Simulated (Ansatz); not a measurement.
# Be3WN4: the cost of one run

Method: DFT PBE, scalar-relativistic, plane waves, PAW, unless a step names another level, in Ansatz 0.2.0.

1 further run of the same task is left out (it didn't finish).

### 1 The starting structure

Symmetry: I-42m, No. 121, tetragonal system. The conventional cell has a = 4.174 Å, b = 4.174 Å, c = 8.307 Å, α = 90.00°, β = 90.00°, γ = 90.00°. Around Be (site symmetry -4) lie 4 N at 1.78 Å. Be (site symmetry -42m) has 4 N at 1.78 Å as nearest neighbours. W (site symmetry -42m) is surrounded by 4 N at 1.87 Å. N (site symmetry m) is surrounded by 3 Be at 1.78 Å and 1 W at 1.87 Å.

As a file:

```
Be W N
1.0
    -2.08724    2.08724    4.15333
     2.08724   -2.08724    4.15333
     2.08724    2.08724   -4.15333
Be W N
3 1 4
Direct
  0.25000 0.75000 0.50000
  0.75000 0.25000 0.50000
  0.50000 0.50000 0.00000
  0.00000 0.00000 0.00000
  0.61152 0.61152 0.48182
  0.87030 0.38848 0.00000
  0.38848 0.87030 0.00000
  0.12970 0.12970 0.51818
```

The cell was relaxed beforehand at this level, from a generated guess; it is a trial structure. At a tolerance of 0.02 Å it has space group I-42m (No. 121); it has 9.05 Å³/atom, an uncorrected energy of -0.79 eV/atom over the elements.

### 2 Static run: bands, density of states and charges

The input, input.yaml:

```yaml
crystal:
  lattice:
    - [-2.0872396735, 2.0872396735, 4.1533279657]
    - [2.0872396735, -2.0872396735, 4.1533279657]
    - [2.0872396735, 2.0872396735, -4.1533279657]
  atoms:
    - { symbol: Be, position: [0.25, 0.75, 0.5] }
    - { symbol: Be, position: [0.75, 0.25, 0.5] }
    - { symbol: Be, position: [0.5, 0.5, 0.0] }
    - { symbol: W, position: [0.0, 0.0, 0.0] }
    - { symbol: "N", position: [0.6115153257, 0.6115153257, 0.4818176673] }
    - { symbol: "N", position: [0.8703023415, 0.3884846743, 0.0] }
    - { symbol: "N", position: [0.3884846743, 0.8703023415, 0.0] }
    - { symbol: "N", position: [0.1296976585, 0.1296976585, 0.5181823327] }
basis:
  ecutwfc: 420
kpoints:
  mp_grid: { grid: [8, 8, 8] }
  band_path:
    path:
      - [[0.0, 0.0, 0.0], [0.0, 0.0, 0.5], [0.25, 0.25, 0.25], [0.0, 0.5, 0.0], [0.0, 0.0, 0.0], [0.5, 0.5, -0.5], [0.3131382, 0.6868618, -0.3131382]]
      - [[-0.3131382, 0.3131382, 0.3131382], [0.0, 0.0, 0.0]]
      - [[0.0, 0.0, 0.5], [-0.1262764, 0.1262764, 0.5]]
      - [[0.5, 0.5, -0.1262764], [0.5, 0.5, -0.5]]
    npoints: 14
hamiltonian:
  xc: pbe
scf:
  occupations: { method: gaussian, width: 0.02 }
  n_extra_bands: 20
output:
  forces: true
  stress: true
  eigenvalues: true
  populations: true
  dos: { projected: true, de: 0.02, nscf_kmesh: { grid: [12, 12, 12] } }
  bader: true
  write_density: true
  write_potential: true
  elf: true
  volumetric_format: npy
```

On the command line:

```bash
ansatz run input.yaml --threads 1 --pin off --max-ram 2048MiB --backend cpu --events-out ev --progress --plain --runs-dir out
```

Q: Estimate wall time and peak memory on 1 thread of Arm Neoverse V1, shared host.

About 2.9 min, with a peak of 0.52 GiB.
